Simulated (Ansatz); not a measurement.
# KMgF3, space group Pm-3m: a calculation of the elastic constants

Run with the Python package of Ansatz (0.2.0).

`elastic_kmgf3.py`
```python
'''Elastic constants of KMgF3.'''

import warnings

import ansatz as az
import numpy as np

warnings.simplefilter('ignore', az.DeckWarning)

lattice = az.Lattice.of(
    [3.9859, 0.0, 0.0],
    [0.0, 3.9859, 0.0],
    [0.0, 0.0, 3.9859],
)
sites = [
    ('K', [0.5, 0.5, 0.5]),
    ('Mg', [0.0, 0.0, 0.0]),
    ('F', [0.5, 0.0, 0.0]),
    ('F', [0.0, 0.5, 0.0]),
    ('F', [0.0, 0.0, 0.5]),
]
structure = az.Crystal(lattice=lattice)
for symbol, position in sites:
    structure = structure.atom(symbol, position)

job = (
    structure.calculation()
    .occupations(az.OccupationsMethod.FIXED)
    .kpoints(6, 6, 6)
)
outcome = job.elastic('relaxed-ion').run(threads=1, backend='cpu')
elastic = outcome.elastic

C = np.asarray(elastic.c_gpa)
for i in range(6):
    for j in range(i, 6):
        if abs(C[i, j]) > 0.05:
            print(f'C{i + 1}{j + 1} = {C[i, j]:.1f} GPa')
print('smallest eigenvalue of C:', round(elastic.stability.min_eigenvalue_gpa, 1), 'GPa; stable:', elastic.stability.stable)
# averaged moduli need a positive definite tensor
if elastic.stability.min_eigenvalue_gpa > 0:
    m = elastic.moduli
    print(f'K = {m.k_hill_gpa:.1f}, G = {m.g_hill_gpa:.1f}, E = {m.youngs_gpa:.1f} GPa, Poisson ratio {m.poisson:.3f}, K/G = {m.k_hill_gpa / m.g_hill_gpa:.2f}')
```

```console
$ python elastic_kmgf3.py
C11 = 152.0 GPa
C12 = 48.0 GPa
C13 = 48.0 GPa
C22 = 152.0 GPa
C23 = 48.0 GPa
C33 = 152.0 GPa
C44 = 48.0 GPa
C55 = 48.0 GPa
C66 = 48.0 GPa
smallest eigenvalue of C: 48.0 GPa; stable: True
K = 82.7, G = 49.5, E = 123.9 GPa, Poisson ratio 0.250, K/G = 1.67
```

What to keep in mind:
- A positive definite tensor excludes instabilities under uniform strain alone; phonons elsewhere in the zone can still be imaginary.
- The cell stands under 3.8 GPa at these settings.
- No functional is typed, so the default, PBE, holds.
- The structure is a deposited one; some such entries were measured under pressure or heat, so a shift against it needn't be the functional's error alone.
- The constants belong to the cell that was strained; where it wasn't relaxed first it may be under stress.
- The whole script took 32 s on 1 thread of Arm Neoverse V2, on a shared host, peak memory 0.44 GiB.

(A comment or docstring line of the script was reworded after the run, the code is as it ran; lines on the test bed's own set-up are left out of the output.)
